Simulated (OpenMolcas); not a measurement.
# Rh³⁺: CASSCF and CASPT2 terms and fine-structure levels

Which level of Rh³⁺ lies lowest, and where do the others fall? The reference wave functions come first, then spin-orbit coupling, then second-order correlation under several settings.

The numbers are computed with OpenMolcas 26.06 (state-averaged CASSCF and CASPT2, spin-orbit coupling by RASSI with atomic mean-field integrals), except any that are marked as measured or tabulated.

1 further run of the same task is left out (set aside as unsound or not needed).

### Step 1. The system

| Quantity | Value |
| --- | --- |
| Species | Rh³⁺ (rhodium, Z = 45, 42 electrons) |
| Basis | ANO-RCC-VDZ [6s5p3d], 36 functions |
| Scalar Hamiltonian | DKH2, point nucleus |
| Inactive shells | 1s 2s 2p 3s 3p 3d 4s 4p |
| Active space | 6 electrons in 5 orbitals (4d) |
| Some configurations of this space | 4d⁶ |
| Orbitals | optimised for each spin and parity, averaged over all roots |

The outer shells:

4d6
```
4d [↑↓][↑ ][↑ ][↑ ][↑ ]
```

The work runs as a chain of OpenMolcas steps in one folder; each step below is one input file. Labels, J, g values, rates, χT and fits are worked out afterwards by a script from the matrices that RASSI stores.

### Step 2. Basis and integrals

The input, a.inp:

```
&GATEWAY
Coord
1

Rh 0.0 0.0 0.0
Basis=ANO-RCC-VDZ
Group=XYZ
NoMove
AngMom=0.0 0.0 0.0
AMFI
&SEWARD
```

Launch:

```console
OMP_NUM_THREADS=1 MOLCAS_MEM=2252 MOLCAS_PROJECT=a pymolcas a.inp > a.log
```

Log:

```text
Basis set label: RH.ANO-RCC...6S5P3D.

      Electronic valence basis set:
      ------------------
      Associated Effective Charge  45.000000 au
      Associated Actual Charge     45.000000 au
      Nuclear Model: Point charge

      Shell  nPrim  nBasis  Cartesian Spherical Contaminant
         s      21       6        X
         p      18       5        X
         d      13       3                 X
                  Relativistic Douglas-Kroll-Hess integrals:
                    - DKH order of Hamiltonian: 2
                    - DKH order of Properties : 0
                  Atomic mean-field integrals
```

### Step 3. A faulty input for the next step

The input, a.inp:

```
&RASSCF
FileOrb=start.orb
Symmetry=1
Spin=5
nActEl=6 0 0
Iactive=9 9
Ras2=5 0
CIRoot=5 5 1
SDav=5
CIMx=300
Iter=64 100
PrWF=0.3
OrbListing=Nothing
MaxOrb=0
Atom
>>> COPY $Project.JobIph JOB001
```

The end of its output:

```text
ctions                 21  15
      Number of CSFs                             5
      Number of root(s) required                 5
      Iter CI   SX   CI       RASSCF       Energy    max ROT     max BLB   max BLB  Level Ln srch  Step   QN
          iter iter root      energy       change     param      element    value   shift minimum  type update
 Nr of preliminary CI iterations:   1
      Total energies have been shifted. Add                -1000.00 au
        1   1    7    0  -870.86882549    0.00E+00  -8.93E-02    3   9 1  9.55E+00*  0.00   0.00    SX    NO
        2   1    6    0  -875.60396115   -4.74E+00* -3.70E-02    3   9 1  3.86E+00*  0.00   0.00    SX    NO
        3   1    6    0  -876.40836448   -8.04E-01*  1.48E-02    3   9 1  1.54E+00*  0.00   0.00    SX    NO
        4   1    6    0  -876.53887801   -1.31E-01* -5.86E-03    3   9 1  6.11E-01*  0.00   0.00    SX    NO
        5   1    6    0  -876.55984652   -2.10E-02* -3.86E-03    3   9 1  2.42E-01*  0.00   1.67    LS   YES
        6   1    4    0  -876.56385471   -4.01E-03* -1.21E-04    4  10 1  1.09E-02*  0.00   1.02    QN   YES
        7   1    4    0  -876.56385840   -3.69E-06*  3.38E-05    5  11 1  2.53E-03*  0.00   1.29    QN   YES
        8   1    4    0  -876.56385876   -3.63E-07* -7.43E-06    3   9 1 -5.91E-04*  0.00   1.07    QN   YES
        9   1    3    0  -876.56385877   -5.78E-09  -1.70E-06    3   9 1 -1.26E-04*  0.00   1.16    QN   YES
       10   1    3    0  -876.56385877   -2.92E-10  -2.27E-07    4  17 1 -2.04E-05   0.00   1.18    QN   YES
      Convergence after 10 iterations
       11   1    3    0  -876.56385877   -2.02E-11  -2.27E-07    4  17 1 -3.48E-06   0.00   1.18    QN   YES
      Natural orbitals and occupation numbers for root  1
      sym 1:   2.000000   1.000000   1.000000   1.000000   1.000000
      Natural orbitals and occupation numbers for root  2
      sym 1:   1.000000   2.000000   1.000000   1.000000   1.000000
      Natural orbitals and occupation numbers for root  3
      sym 1:   1.000000   1.000000   2.000000   1.000000   1.000000
::    RASSCF root number  1 Total energy:  -2569.30821860
::    RASSCF root number  2 Total energy:  -1812.59704354
::    RASSCF root number  3 Total energy:  -1672.08819659
::    RASSCF root number  4 Total energy:  -1664.41291756
::    RASSCF root number  5 Total energy:  -1664.41291756
--
  Molden files will not be produced
      Average orbitals are written to the RASORB file
--- Stop Module: rasscf at  /rc=_RC_ALL_IS_WELL_ ---
>>> COPY a.JobIph JOB001
.##################.
.# Happy landing! #.
.##################.
```

The cause: A keyword is misspelt. OpenMolcas reads the first four letters of a keyword, so the setting is refused or falls back to its default. The mended input follows.

### Step 4. Reference wave functions, quintets of even parity, 5 roots

The input, a.inp:

```
&RASSCF
FileOrb=start.orb
Symmetry=1
Spin=5
nActEl=6 0 0
Inactive=9 9
Ras2=5 0
CIRoot=5 5 1
SDav=5
CIMx=300
Iter=120 100
PrWF=0.3
OrbListing=Nothing
MaxOrb=0
Atom
>>> COPY $Project.JobIph JOB001
```

Launch:

```console
OMP_NUM_THREADS=1 MOLCAS_MEM=2252 MOLCAS_PROJECT=a pymolcas a.inp > a.log
```

start.orb holds the contracted functions of the basis, ordered by shell, or the orbitals of the step before.

Log (excerpt; [...] marks lines left out):

```text
[...]
      Number of active orbitals                  5
[...]
      Spin quantum number                      2.0
[...]
      Active orbitals                            5   0
[...]
      Number of CSFs                             5
      Number of root(s) required                 5
[...]
      Convergence after  8 iterations
[...]
      Natural orbitals and occupation numbers for root  1
      sym 1:   1.000000   2.000000   1.000000   1.000000   1.000000
      Natural orbitals and occupation numbers for root  2
      sym 1:   1.000000   1.000000   2.000000   1.000000   1.000000
      Natural orbitals and occupation numbers for root  3
      sym 1:   1.000000   1.000000   1.000000   2.000000   1.000000
::    RASSCF root number  1 Total energy:  -4778.52262887
::    RASSCF root number  2 Total energy:  -4778.52262887
::    RASSCF root number  3 Total energy:  -4778.52262887
::    RASSCF root number  4 Total energy:  -4778.52262887
::    RASSCF root number  5 Total energy:  -4778.52262887
```

### Step 5. Reference wave functions, triplets of even parity, 45 roots

The input, a.inp:

```
&RASSCF
FileOrb=start.orb
Symmetry=1
Spin=3
nActEl=6 0 0
Inactive=9 9
Ras2=5 0
CIRoot=45 45 1
SDav=45
CIMx=300
Iter=120 100
PrWF=0.3
OrbListing=Nothing
MaxOrb=0
Atom
>>> COPY $Project.JobIph JOB002
```

Log (excerpt; [...] marks lines left out):

```text
[...]
      Number of active orbitals                  5
[...]
      Spin quantum number                      1.0
[...]
      Active orbitals                            5   0
[...]
      Number of CSFs                            45
      Number of root(s) required                45
[...]
      Convergence after  7 iterations
[...]
      Natural orbitals and occupation numbers for root  1
      sym 1:   0.913661   1.502916   0.997362   1.373310   1.212751
      Natural orbitals and occupation numbers for root  2
      sym 1:   0.950546   1.500325   1.460767   0.997975   1.090386
      Natural orbitals and occupation numbers for root  3
      sym 1:   1.538584   1.418518   1.079867   0.906667   1.056364
::    RASSCF root number  1 Total energy:  -4778.43598177
::    RASSCF root number  2 Total energy:  -4778.43598177
::    RASSCF root number  3 Total energy:  -4778.43598177
[...]
::    RASSCF root number 27 Total energy:  -4778.41445874
::    RASSCF root number 28 Total energy:  -4778.41445874
::    RASSCF root number 29 Total energy:  -4778.41445874
::    RASSCF root number 30 Total energy:  -4778.41445874
```

### Step 6. Reference wave functions, singlets of even parity, 50 roots

The input, a.inp:

```
&RASSCF
FileOrb=start.orb
Symmetry=1
Spin=1
nActEl=6 0 0
Inactive=9 9
Ras2=5 0
CIRoot=50 50 1
SDav=50
CIMx=300
Iter=120 100
PrWF=0.3
OrbListing=Nothing
MaxOrb=0
Atom
>>> COPY $Project.JobIph JOB003
```

Launch:

```console
OMP_NUM_THREADS=1 MOLCAS_MEM=2252 MOLCAS_PROJECT=a pymolcas a.inp > a.log
```

Log (excerpt; [...] marks lines left out):

```text
[...]
      Number of active orbitals                  5
[...]
      Spin quantum number                      0.0
[...]
      Active orbitals                            5   0
[...]
      Number of CSFs                            50
      Number of root(s) required                50
[...]
      Convergence after  7 iterations
[...]
      Natural orbitals and occupation numbers for root  1
      sym 1:   1.068340   1.807639   0.976499   0.865953   1.281569
      Natural orbitals and occupation numbers for root  2
      sym 1:   0.839212   1.154666   1.476421   1.085281   1.444420
      Natural orbitals and occupation numbers for root  3
      sym 1:   1.765564   1.216102   0.903949   1.127187   0.987197
::    RASSCF root number  1 Total energy:  -4778.39277606
::    RASSCF root number  2 Total energy:  -4778.39277606
::    RASSCF root number  3 Total energy:  -4778.39277606
[...]
::    RASSCF root number 27 Total energy:  -4778.35321433
::    RASSCF root number 28 Total energy:  -4778.35321433
::    RASSCF root number 29 Total energy:  -4778.32840150
::    RASSCF root number 30 Total energy:  -4778.32840150
```

### Step 7. State interaction with spin-orbit coupling

The input, a.inp:

```
&RASSI
NrOfJobIphs=3 5 45 49
1 2 3 4 5
1 2 3 4 5 6 7 8 9 10 11 12 13 14 15 16 17 18 19 20 21 22 23 24 25 26 27
28 29 30 31 32 33 34 35 36 37 38 39 40 41 42 43 44 45
1 2 3 4 5 6 7 8 9 10 11 12 13 14 15 16 17 18 19 20 21 22 23 24 25 26 27
28 29 30 31 32 33 34 35 36 37 38 39 40 41 42 43 44 45 46 47 48 49
IphNames
JOB001
JOB002
JOB003
EJob
SpinOrbit
DIPRint=1.0
SOCoupling=1000.0
Subsets=2
MEES
Property=10
'ANGMOM' 1 'ANGMOM' 2 'ANGMOM' 3 'MLTPL  1' 1 'MLTPL  1' 2 'MLTPL  1' 3
'AMFI' 1 'AMFI' 2 'AMFI' 3 'MLTPL  2' 6
SOProperty=3
'ANGMOM' 1 'ANGMOM' 2 'ANGMOM' 3
```

Launch:

```console
OMP_NUM_THREADS=1 MOLCAS_MEM=2252 MOLCAS_PROJECT=a pymolcas a.inp > a.log
```

Log:

```text
SPIN-FREE ENERGIES:
  (Shifted by EMIN (a.u.) =      -4778.5226288720)

 SF State       Relative EMIN(au)   Rel lowest level(eV)    D:o, cm**(-1)      L_eff

     1             0.0000000000        0.0000000000              0.0000         2.0
     2             0.0000000000        0.0000000000              0.0000         2.0
     3             0.0000000000        0.0000000000              0.0000         2.0
     4             0.0000000000        0.0000000000              0.0000         2.0
     5             0.0000000000        0.0000000000              0.0000         2.0
     6             0.0866471039        2.3577878105          19016.8412         5.0
     7             0.0866471039        2.3577878105          19016.8412         5.0
     8             0.0866471039        2.3577878105          19016.8412         5.0
     9             0.0866471039        2.3577878105          19016.8412         5.0
    10             0.0866471039        2.3577878105          19016.8412         5.0
    11             0.0866471039        2.3577878105          19016.8412         5.0
    12             0.0866471039        2.3577878105          19016.8412         5.0
    13             0.0866471039        2.3577878105          19016.8412         5.0
    14             0.0866471039        2.3577878105          19016.8412         5.0
    15             0.0866471039        2.3577878105          19016.8412         5.0
    16             0.0866471039        2.3577878105          19016.8412         5.0
    17             0.0974759091        2.6524546109          21393.4892         1.0
    18             0.0974759091        2.6524546109          21393.4892         1.0
    19             0.0974759091        2.6524546109          21393.4892         1.0
    20             0.0995784814        2.7096685187          21854.9505         3.0
    21             0.0995784814        2.7096685187          21854.9505         3.0
    22             0.0995784814        2.7096685187          21854.9505         3.0
    23             0.0995784814        2.7096685187          21854.9505         3.0
    24             0.0995784814        2.7096685187          21854.9505         3.0
    25             0.0995784814        2.7096685187          21854.9505         3.0
    26             0.0995784814        2.7096685187          21854.9505         3.0
    27             0.1081701368        2.9434593734          23740.6009         4.0
    28             0.1081701368        2.9434593734          23740.6009         4.0
    29             0.1081701368        2.9434593734          23740.6009         4.0
    30             0.1081701368        2.9434593734          23740.6009         4.0
    31             0.1081701368        2.9434593734          23740.6009         4.0
    32             0.1081701368        2.9434593734          23740.6009         4.0
    33             0.1081701368        2.9434593734          23740.6009         4.0
    34             0.1081701368        2.9434593734          23740.6009         4.0
    35             0.1081701368        2.9434593734          23740.6009         4.0
    51             0.1298528115        3.5334750095          28499.3979         6.0
    52             0.1298528115        3.5334750095          28499.3979         6.0
    53             0.1298528115        3.5334750095          28499.3979         6.0
    54             0.1298528115        3.5334750095          28499.3979         6.0
    55             0.1298528115        3.5334750095          28499.3979         6.0
Eigenvalues of complex Hamiltonian:
   -----------------------------------
  (Shifted by EMIN (a.u.) =      -4778.5226288720)

 SO State       Relative EMIN(au)   Rel lowest level(eV)    D:o, cm**(-1)     J-value

     1            -0.0084626615        0.0000000000              0.0000         3.8
     2            -0.0084626615        0.0000000000              0.0000         3.3
     3            -0.0084626615        0.0000000000              0.0000         2.9
     4            -0.0084626615        0.0000000000              0.0000         2.6
     5            -0.0084626615        0.0000000000              0.0000         3.5
     6            -0.0084626615        0.0000000000              0.0000         3.2
     7            -0.0084626615        0.0000000000              0.0000         3.2
     8            -0.0084626615        0.0000000000              0.0000         2.7
     9            -0.0084626615        0.0000000000              0.0000         3.3
    10            -0.0009255456        0.2050953731           1654.2057         1.9
    11            -0.0009255456        0.2050953731           1654.2057         2.4
    12            -0.0009255456        0.2050953731           1654.2057         2.5
    13            -0.0009255456        0.2050953731           1654.2057         2.3
    14            -0.0009255456        0.2050953731           1654.2057         2.5
    15            -0.0009255456        0.2050953731           1654.2057         2.8
    16            -0.0009255456        0.2050953731           1654.2057         2.0
    17             0.0034646511        0.3245587100           2617.7425         1.9
    18             0.0034646511        0.3245587100           2617.7425         1.0
    19             0.0034646511        0.3245587100           2617.7425         1.8
    20             0.0034646511        0.3245587100           2617.7425         1.1
    21             0.0034646511        0.3245587100           2617.7425         1.8
    22             0.0063428188        0.4028776435           3249.4273         0.6
    23             0.0063428188        0.4028776435           3249.4273         1.0
    24             0.0063428188        0.4028776435           3249.4273         0.6
    25             0.0077192352        0.4403318405           3551.5158         0.0
    26             0.0818637508        2.4579068951          19824.3561         5.3
    27             0.0818637508        2.4579068951          19824.3561         4.9
    28             0.0818637508        2.4579068951          19824.3561         5.2
    29             0.0818637508        2.4579068951          19824.3561         3.3
    30             0.0818637508        2.4579068951          19824.3561         5.5
    31             0.0818637508        2.4579068951          19824.3561         4.8
    32             0.0818637508        2.4579068951          19824.3561         5.3
    33             0.0818637508        2.4579068951          19824.3561         5.5
    34             0.0818637508        2.4579068951          19824.3561         4.5
    35             0.0818637508        2.4579068951          19824.3561         3.5
    36             0.0818637508        2.4579068951          19824.3561         4.4
    37             0.0818637508        2.4579068951          19824.3561         4.4
    38             0.0818637508        2.4579068951          19824.3561         5.3
    39             0.0830093430        2.4890800461          20075.7845         3.0
    40             0.0830093430        2.4890800461          20075.7845         2.5
    41             0.0830093430        2.4890800461          20075.7845         3.1
Weights of the five most important spin-orbit-free states for each spin-orbit state.

 SO State  Total energy (au)           Spin-free states, spin, and weights
 -------------------------------------------------------------------------------------------------------
    1        -0.008463       4 2.0  0.4071    3 2.0  0.2481    1 2.0  0.2240    5 2.0  0.0686    2 2.0  0.0364
    2        -0.008463       4 2.0  0.3077    5 2.0  0.2385    3 2.0  0.1646    1 2.0  0.1645    2 2.0  0.1089
    3        -0.008463       5 2.0  0.3026    3 2.0  0.2157    2 2.0  0.1983    4 2.0  0.1637    1 2.0  0.1039
    4        -0.008463       2 2.0  0.3532    5 2.0  0.2544    3 2.0  0.2259    1 2.0  0.1349    4 2.0  0.0158
    5        -0.008463       4 2.0  0.3016    1 2.0  0.2423    5 2.0  0.1919    3 2.0  0.1269    2 2.0  0.1215
    6        -0.008463       3 2.0  0.2305    2 2.0  0.2265    1 2.0  0.2177    4 2.0  0.1621    5 2.0  0.1475
    7        -0.008463       1 2.0  0.2376    2 2.0  0.2267    4 2.0  0.2051    5 2.0  0.1644    3 2.0  0.1505
    8        -0.008463       5 2.0  0.3101    2 2.0  0.2451    1 2.0  0.1944    3 2.0  0.1381    4 2.0  0.0966
    9        -0.008463       3 2.0  0.2712    2 2.0  0.2550    1 2.0  0.2524    4 2.0  0.1120    5 2.0  0.0936
   10        -0.000926       5 2.0  0.3863    1 2.0  0.2598    3 2.0  0.2224    4 2.0  0.0661    2 2.0  0.0576
   11        -0.000926       5 2.0  0.4771    4 2.0  0.4202    3 2.0  0.0500    2 2.0  0.0366    1 2.0  0.0082
   12        -0.000926       2 2.0  0.3354    1 2.0  0.3067    3 2.0  0.2080    4 2.0  0.1173    5 2.0  0.0248
```

These steps: 21 s of run time, 1 thread of Arm Neoverse V2, shared host.

Spin-free terms, from the roots grouped by L:

```tsv
configuration	term	E (cm⁻¹)
4d⁶	⁵D	0.0
4d⁶	³H	19017
4d⁶	³P(1)	21393
4d⁶	³F(1)	21855
4d⁶	³G	23741
4d⁶	¹I	28499
4d⁶	¹G(1)	30220
4d⁶	³D	30354
4d⁶	¹S	35100
4d⁶	¹D(1)	37182
4d⁶	¹F	42628
4d⁶	³F(2)	50209
4d⁶	³P(2)	50671
4d⁶	¹G(2)	56933
4d⁶	¹D(2)	76344
```

Levels with spin-orbit coupling, from the RASSI matrices grouped by J:

| Configuration | Term | J | E (cm⁻¹) | g | Leading % | Second |
| --- | --- | --- | --- | --- | --- | --- |
| 4d⁶ | ⁵D | 4 | 0.0 | 1.497 | 98 |  |
| 4d⁶ | ⁵D | 3 | 1654 | 1.499 | 99 |  |
| 4d⁶ | ⁵D | 2 | 2618 | 1.499 | 98 |  |
| 4d⁶ | ⁵D | 1 | 3249 | 1.500 | 98 |  |
| 4d⁶ | ⁵D | 0 | 3552 |  | 98 |  |
| 4d⁶ | ³H | 6 | 19824 | 1.162 | 97 | 3 ¹I |
| 4d⁶ | ³H | 4 | 20076 | 0.932 | 60 | 17 ³F(1) |
| 4d⁶ | ³H | 5 | 20307 | 1.057 | 86 | 14 ³G |
| 4d⁶ | ³P(1) | 2 | 20922 | 1.489 | 95 | 2 ³D |
| 4d⁶ | ³F(1) | 4 | 22762 | 1.096 | 61 | 32 ³H |
| 4d⁶ | ³F(1) | 3 | 23126 | 1.023 | 80 | 19 ³G |
| 4d⁶ | ³F(1) | 2 | 23886 | 0.676 | 97 | 2 ¹D(1) |
| 4d⁶ | ³G | 5 | 25426 | 1.177 | 86 | 14 ³H |
| 4d⁶ | ³P(1) | 1 | 25601 | 1.470 | 95 | 3 ³D |
| 4d⁶ | ³P(1) | 0 | 26475 |  | 85 | 13 ¹S |
| 4d⁶ | ³G | 4 | 26912 | 1.069 | 79 | 14 ³F(1) |
| 4d⁶ | ³G | 3 | 27350 | 0.816 | 80 | 19 ³F(1) |
| 4d⁶ | ¹I | 6 | 30667 | 1.005 | 97 | 3 ³H |
| 4d⁶ | ³D | 2 | 31761 | 1.167 | 92 | 4 ¹D(1) |
| 4d⁶ | ³D | 1 | 32039 | 0.534 | 96 | 3 ³P(1) |
| 4d⁶ | ³D | 3 | 32280 | 1.328 | 98 |  |
| 4d⁶ | ¹G(1) | 4 | 33267 | 1.008 | 89 | 6 ³F(1) |
| 4d⁶ | ¹S | 0 | 38205 |  | 84 | 13 ³P(1) |
| 4d⁶ | ¹D(1) | 2 | 39682 | 1.009 | 91 | 5 ³D |
| 4d⁶ | ¹F | 3 | 44060 | 1.008 | 91 | 8 ³F(2) |
| 4d⁶ | ³P(2) | 0 | 50075 |  | 97 | 3 ¹S |
| 4d⁶ | ³P(2) | 1 | 51188 | 1.499 | 100 |  |
| 4d⁶ | ³F(2) | 4 | 52085 | 1.243 | 97 | 3 ¹G(2) |
| 4d⁶ | ³F(2) | 2 | 52165 | 0.671 | 99 |  |
| 4d⁶ | ³F(2) | 3 | 52940 | 1.079 | 91 | 7 ¹F |
| 4d⁶ | ³P(2) | 2 | 54258 | 1.492 | 98 |  |
| 4d⁶ | ¹G(2) | 4 | 59123 | 1.007 | 97 | 3 ³F(2) |
| 4d⁶ | ¹D(2) | 2 | 78322 | 1.000 | 100 |  |

Orbitals of the lowest block:

```tsv
shell	space	energy (hartree)	mean occupation	⟨r²⟩ (bohr²)
1s	inactive	-858.7506	2.000	0.00140
2s	inactive	-128.6473	2.000	0.0236
2p	inactive	-115.2549	6.000	0.0187
3s	inactive	-25.3761	2.000	0.173
3p	inactive	-20.8455	6.000	0.175
3d	inactive	-13.5808	10.000	0.163
4s	inactive	-5.0349	2.000	1.09
4p	inactive	-3.6422	6.000	1.31
4d	RAS2		6.000	2.24
```

The strongest lines between these levels (CASSCF energies, vacuum wavelengths; moments from the reference wave functions; branching within the model space):

```tsv
upper	lower	type	λ (nm)	A (s-1)	branching %
4d⁶ ³P₂(2)	4d⁶ ⁵D₃	M1	190.1	3.41e+00	27.3
4d⁶ ³P₁(2)	4d⁶ ⁵D₂	M1	205.9	4.88e+00	35.1
4d⁶ ¹D₂(2)	4d⁶ ¹G₄(1)	E2	222	3.61e+01	51.3
4d⁶ ¹D₂(2)	4d⁶ ¹D₂(1)	E2	258.8	8.98e+00	12.8
4d⁶ ¹G₄(2)	4d⁶ ³F₄(1)	M1	275	2.18e+00	13.1
4d⁶ ¹G₄(2)	4d⁶ ³G₅	M1	296.8	2.65e+00	15.9
4d⁶ ³F₃(2)	4d⁶ ³H₅	E2	306.4	5.40e+00	30.0
4d⁶ ³D₃	4d⁶ ⁵D₄	M1	309.8	2.71e+00	54.2
4d⁶ ³F₄(2)	4d⁶ ³H₆	E2	310	5.65e+00	29.5
4d⁶ ³F₂(2)	4d⁶ ³H₄	E2	311.6	4.27e+00	25.1
4d⁶ ¹G₄(2)	4d⁶ ³G₃	M1	314.7	2.82e+00	17.0
4d⁶ ¹G₄(2)	4d⁶ ¹I₆	E2	351.4	5.75e+00	34.6
4d⁶ ³P₁(1)	4d⁶ ⁵D₂	M1	435.1	6.36e+00	59.9
4d⁶ ³F₄(1)	4d⁶ ⁵D₄	M1	439.3	3.95e+00	79.2
4d⁶ ³F₃(1)	4d⁶ ⁵D₃	M1	465.7	2.52e+00	61.6
4d⁶ ³F₃(2)	4d⁶ ³D₃	M1	484	2.45e+00	13.6
4d⁶ ³P₂(1)	4d⁶ ⁵D₃	M1	519	6.17e+00	86.9
4d⁶ ¹D₂(1)	4d⁶ ³F₃(1)	M1	604	2.80e+00	36.1
4d⁶ ¹G₄(1)	4d⁶ ³H₅	M1	771.6	2.36e+00	33.0
4d⁶ ¹S₀	4d⁶ ³P₁(1)	M1	793.4	1.39e+01	99.2
4d⁶ ¹I₆	4d⁶ ³H₆	M1	922.3	1.12e+00	63.9
4d⁶ ¹G₄(1)	4d⁶ ³F₄(1)	M1	951.9	3.32e+00	46.4
```

[end of part 1 of 2]
